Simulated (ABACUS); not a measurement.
# GaN (P6_3mc) in ABACUS: single point with PBE

Aim: the single point of GaN with PBE.

Everything below comes from runs of ABACUS 3.10.1. Logs are shortened: lines on timing, memory, paths and dates and some standing lists are left out, and cuts for length are marked.

**Measured values to compare with.**

From “Studying electronic properties in GaN without electrical contacts using γ-γ vs e−-γ Perturbed Angular Correlations”, 2019, pmc:6823545, for a bulk crystal of GaN: band gap 3.503 ± 0.005 eV (direct).

How close the calculation comes is told below.

### Step 1. The crystal as given

It takes space group P6_3mc (No. 186, hexagonal). Conventional cell: a = 3.212 Å, b = 3.212 Å, c = 10.357 Å, α = 90.00°, β = 90.00°, γ = 120.00°. Around Ga (site symmetry 3m) lie 4 N at 1.95 to 2.00 Å. Around Ga (site symmetry 3m) lie 3 N at 1.94 Å. Around N (site symmetry 3m) lie 4 Ga at 1.94 to 2.00 Å. N (site symmetry 3m) is surrounded by 3 Ga at 1.95 Å.

The cell is a database's computed one.

### Step 2. Single point, PBE

INPUT reads:

```
INPUT_PARAMETERS
suffix              GaN
calculation         scf
basis_type          pw
pseudo_dir          ./
symmetry            1
dft_functional      pbe
ecutwfc             84
pseudo_rcut         7
nspin               1
nbands              50
ks_solver           dav
smearing_method     fd
smearing_sigma      0.00367493
scf_thr             1e-08
scf_nmax            100
mixing_type         broyden
mixing_beta         0.7
cal_force           1
cal_stress          1
out_chg             1
out_pot             2
out_elf             1
```

STRU reads:

```
ATOMIC_SPECIES
Ga 69.7230 Ga_ONCV_PBE-1.2.upf
N 14.0070 N_ONCV_PBE-1.2.upf

LATTICE_CONSTANT
1.8897261246

LATTICE_VECTORS
3.2115377864 0.0000000000 0.0000000000
-1.6057688932 2.7812733083 0.0000000000
0.0000000000 0.0000000000 10.3568400000

ATOMIC_POSITIONS
Cartesian

Ga
0.0
4
0.0000000000 0.0000000000 8.1391091371 1 1 1
1.6057688934 0.9270911027 0.3868176172 1 1 1
-0.0000000002 1.8541822056 5.5652376172 1 1 1
0.0000000000 0.0000000000 2.9606891371 1 1 1

N
0.0
4
0.0000000000 0.0000000000 0.9635796799 1 1 1
1.6057688934 0.9270911027 3.5601119658 1 1 1
0.0000000000 0.0000000000 6.1419996799 1 1 1
-0.0000000002 1.8541822056 8.7385319658 1 1 1
```

KPT reads:

```
K_POINTS
0
Gamma
8 8 2 0 0 0
```

Potentials or basis: SG15 ONCV 1.2 PBE, plane waves.

Run with:

```
OMP_NUM_THREADS=1 mpirun -np 4 abacus > log
```

running log:

```text
ABACUS v3.10.1

               Atomic-orbital Based Ab-initio Computation at UStc

 ------------------------------------------------------------------------------------

 READING GENERAL INFORMATION
                           global_out_dir = OUT.GaN/
                           global_in_card = INPUT
                               pseudo_dir = ./
                              orbital_dir =
                                    DSIZE = 4
                                    GSIZE = 1

 READING UNITCELL INFORMATION
                                    ntype = 2
                  lattice constant (Bohr) = 1.88973
              lattice constant (Angstrom) = 1

 READING ATOM TYPE 1
                               atom label = Ga
                      L=0, number of zeta = 1
                      L=1, number of zeta = 1
                      L=2, number of zeta = 1
             number of atom for this type = 4

 READING ATOM TYPE 2
                               atom label = N
                      L=0, number of zeta = 1
                      L=1, number of zeta = 1
                      L=2, number of zeta = 1
             number of atom for this type = 4

                        TOTAL ATOM NUMBER = 8
CARTESIAN COORDINATES ( UNIT =       1.889726124600 Bohr ).
    atom                   x                   y                   z     mag                  vx                  vy                  vz
tauc_Ga1            0.0000000000        0.0000000000        8.1391091371  0.0000        0.0000000000        0.0000000000        0.0000000000
tauc_Ga2            1.6057688934        0.9270911027        0.3868176172  0.0000        0.0000000000        0.0000000000        0.0000000000
tauc_Ga3           -0.0000000002        1.8541822056        5.5652376172  0.0000        0.0000000000        0.0000000000        0.0000000000
tauc_Ga4            0.0000000000        0.0000000000        2.9606891371  0.0000        0.0000000000        0.0000000000        0.0000000000
tauc_N1            0.0000000000        0.0000000000        0.9635796799  0.0000        0.0000000000        0.0000000000        0.0000000000
tauc_N2            1.6057688934        0.9270911027        3.5601119658  0.0000        0.0000000000        0.0000000000        0.0000000000
tauc_N3            0.0000000000        0.0000000000        6.1419996799  0.0000        0.0000000000        0.0000000000        0.0000000000
tauc_N4           -0.0000000002        1.8541822056        8.7385319658  0.0000        0.0000000000        0.0000000000        0.0000000000

                          Volume (Bohr^3) = 624.282
                             Volume (A^3) = 92.5089

 Lattice vectors: (Cartesian coordinate: in unit of a_0)
             +3.21154                  +0                  +0
             -1.60577            +2.78127                  +0
                   +0                  +0            +10.3568
 Reciprocal vectors: (Cartesian coordinate: in unit of 2 pi/a_0)
            +0.311377           +0.179774                  -0
                   -0           +0.359548                  -0
                   +0                  -0          +0.0965545
 The esolver type has been set to : ksdft_pw

                PAO radial cut off (Bohr) = 7

 Read in pseudopotential file is Ga_ONCV_PBE-1.2.upf
                     pseudopotential type = NC
          exchange-correlation functional = PBE
                 nonlocal core correction = 0
                        valence electrons = 13
                                     lmax = 2
                           number of zeta = 0
                     number of projectors = 6
                           L of projector = 0
[... 5 lines left out ...]
                PAO radial cut off (Bohr) = 7

 Read in pseudopotential file is N_ONCV_PBE-1.2.upf
                     pseudopotential type = NC
          exchange-correlation functional = PBE
                 nonlocal core correction = 0
                        valence electrons = 5
                                     lmax = 1
                           number of zeta = 0
                     number of projectors = 4
                           L of projector = 0
                           L of projector = 0
                           L of projector = 1
                           L of projector = 1
     initial pseudo atomic orbital number = 0

 SETUP THE ELECTRONS NUMBER
            electron number of element Ga = 13
      total electron number of element Ga = 52
             electron number of element N = 5
       total electron number of element N = 20
            AUTOSET number of electrons:  = 72
                           occupied bands = 36
                                   NBANDS = 50
                                   NLOCAL = 72

%%%%%%%%%%%%%%%%%%%%%%%%%%%%%%%%%%%%%%%%%%%%%%%%%%%%%%%%%%%%%%%%%%%%%%%%%%%%%%%%%%%%%%%%%%%%%%%%%%%%%%%%%%
 Warning: the number of valence electrons in pseudopotential > 3 for Ga: [Ar] 3d10 4s2 4p1
 Pseudopotentials with additional electrons can yield (more) accurate outcomes, but may be less efficient.
 If you're confident that your chosen pseudopotential is appropriate, you can safely ignore this warning.
[... 77 lines left out ...]
               POINT GROUP IN SPACE GROUP = C_6v

 SETUP K-POINTS
                                    nspin = 1
                   Input type of k points = Monkhorst-Pack(Gamma)
                                   nkstot = 128
                       right hand lattice = 1
(for reciprocal lattice: )
                             BRAVAIS TYPE = 4
                     BRAVAIS LATTICE NAME = 04. Hexagonal cell
                                    ibrav = 4
                       right hand lattice = 1
(for k-lattice: )
                             BRAVAIS TYPE = 4
                     BRAVAIS LATTICE NAME = 04. Hexagonal cell
                                    ibrav = 4
                       right hand lattice = 1
                        ROTATION MATRICES = 24
                               nkstot_ibz = 20
K-POINTS REDUCTION ACCORDING TO SYMMETRY
     IBZ    DIRECT_X    DIRECT_Y    DIRECT_Z  WEIGHT  ibz2bz
       1  0.00000000  0.00000000  0.00000000  0.0078       0
       2 -0.12500000  0.12500000  0.00000000  0.0469       1
       3 -0.25000000  0.25000000  0.00000000  0.0469       2
       4 -0.37500000  0.37500000  0.00000000  0.0469       3
       5  0.50000000  0.50000000  0.00000000  0.0234       4
       6 -0.12500000  0.25000000  0.00000000  0.0469       9
[... 12 lines left out ...]
      19  0.50000000  0.25000000  0.50000000  0.0469      82
      20  0.37500000  0.37500000  0.50000000  0.0469      83

                               nkstot now = 20
[... K-POINTS DIRECT COORDINATES: 20 rows ...]

           k-point number in this process = 20
       minimum distributed K point number = 20
[... stars of the k points ...]

[... K-POINTS CARTESIAN COORDINATES: 20 rows ...]

[... K-POINTS DIRECT COORDINATES: 20 rows ...]

 SETUP PLANE WAVES FOR WAVE FUNCTIONS
     energy cutoff for wavefunc (unit:Ry) = 84
              fft grid for wave functions = [ 36, 36, 120 ]
                    number of plane waves = 11151
                         number of sticks = 253

 PARALLEL PW FOR WAVE FUNCTIONS
     PROC   COLUMNS(POT)             PW
        1             63           2785
        2             63           2783
        3             63           2783
        4             64           2800
 --------------- sum -------------------
        4            253          11151

 SETUP NONLOCAL PSEUDOPOTENTIALS IN PLANE WAVE BASIS
 Ga non-local projectors:
 projector 1 L=0
 projector 2 L=0
 projector 3 L=1
 projector 4 L=1
 projector 5 L=2
 projector 6 L=2
 N non-local projectors:
 projector 1 L=0
 projector 2 L=0
 projector 3 L=1
 projector 4 L=1
      TOTAL NUMBER OF NONLOCAL PROJECTORS = 104

 Init Non-Local PseudoPotential table :
 Init Non-Local-Pseudopotential done.

                                     npwx = 2043

 -------------------------------------------
 SELF-CONSISTENT
 -------------------------------------------
                                 init_chg = atomic

 PW ALGORITHM --------------- ION=   1  ELEC=   1--------------------------------

 Density error is 2.35502546546
                          Error Threshold = 0.01
----------------------------------------------------------
     Energy           Rydberg                 eV
----------------------------------------------------------
 E_KohnSham     -603.8616078866      -8215.9586706998
 E_Harris       -608.8238240879      -8283.4730857451
 E_Fermi        0.7150705394         9.7290338081
----------------------------------------------------------
[... 99 lines left out ...]
 Density error is 4.99707770811e-10
                          Error Threshold = 2.44339406927e-11
----------------------------------------------------------
     Energy           Rydberg                 eV
----------------------------------------------------------
 E_KohnSham     -604.9006033866      -8230.0949296965
 E_KS(sigma->0) -604.9006032385      -8230.0949276805
 E_Harris       -604.9007094277      -8230.0963724587
 E_band         2.6875104828         36.5654560012
 E_one_elec     -209.9544336391      -2856.5766178550
 E_Hartree      166.6261747896       2267.0654130828
 E_xc           -92.8955936912       -1263.9093932938
 E_Ewald        -468.6767505496      -6376.6743275986
 E_entropy(-TS) -0.0000002963        -0.0000040319
 E_descf        0.0000000000         0.0000000000
 E_exx          0.0000000000         0.0000000000
 E_Fermi        0.8432924004         11.4735817258
----------------------------------------------------------

 charge density convergence is achieved
 final etot is -8230.0949297 eV
 EFERMI = 11.473581726 eV
The vacuum level is 12.233022859 eV

 STATE ENERGY(eV) AND OCCUPATIONS    NSPIN == 1
 1/20 kpoint (Cartesian) = 0.0000 0.0000 0.0000 (2017 pws)
       1       -5.34492      0.0156250
       2       -5.07020      0.0156250
       3       -4.25420      0.0156250
       4       -4.18791      0.0156250
       5       -3.50392      0.0156250
       6       -3.50392      0.0156250
[... 302 lines left out ...]
      49        21.3741    9.49259e-88
      50        21.8613        0.00000

[... levels at 14 further k points ...]

------------------------------------------------------------------------------------------
 TOTAL-FORCE (eV/Angstrom)
------------------------------------------------------------------------------------------
                       Ga1         0.0000000000         0.0000000000         0.0169445344
                       Ga2         0.0000000000         0.0000000000        -0.1856386869
                       Ga3         0.0000000000         0.0000000000        -0.1856386869
                       Ga4         0.0000000000         0.0000000000         0.0169445344
                        N1         0.0000000000         0.0000000000        -0.1868057683
                        N2         0.0000000000         0.0000000000         0.3554999207
                        N3         0.0000000000         0.0000000000        -0.1868057683
                        N4         0.0000000000         0.0000000000         0.3554999207
------------------------------------------------------------------------------------------

----------------------------------------------------------------
 TOTAL-STRESS (KBAR)
----------------------------------------------------------------
       -24.6042074514         0.0000000000         0.0000000000
        -0.0000000000       -24.6042074503         0.0000000000
        -0.0000000000        -0.0000000000        50.3103245555
----------------------------------------------------------------
 TOTAL-PRESSURE: 0.367303 KBAR

 --------------------------------------------
 !FINAL_ETOT_IS -8230.0949296964845416 eV
 --------------------------------------------
```

It took 28 s on 4 MPI ranks of AMD EPYC 9R45 (Zen 5), shared host; peak memory 0.48 GiB.

What came out:

```yaml
Free_energy: -8230.0949 eV
Pressure: 0.0 GPa
Largest_force: 0.355 eV/Å
Band_gap_on_the_k_mesh: 0.86 eV, direct
```

Forces in eV/Å, atoms in the order of the input:
```
Ga   0.000  0.000  0.017
Ga   0.000  0.000 -0.186
Ga   0.000  0.000 -0.186
Ga   0.000  0.000  0.017
N    0.000  0.000 -0.187
N    0.000  0.000  0.355
N    0.000  0.000 -0.187
N    0.000  0.000  0.355
```

Stress tensor (GPa, compression positive):
```
-2.46  0.00  0.00
 0.00 -2.46  0.00
 0.00  0.00  5.03
```

### Step 3. Comparison with measurements

Step 2. A measured gap of GaN is 3.503 eV (direct; quoted in “Studying electronic properties in GaN without electrical contacts using γ-γ vs e−-γ Perturbed Angular Correlations”, 2019, pmc:6823545); the calculated 0.86 eV misses it by -2.64 eV. So large a miss can be the level of theory's own, or it may mean another phase, state or a wrong row. Spin-orbit coupling on Ga is left out. The value is that of PBE, without temperature or zero-point motion. Semilocal functionals fall short of measured gaps as a rule. The cell is a database's relaxed one, not the measured one, which moves gaps too.
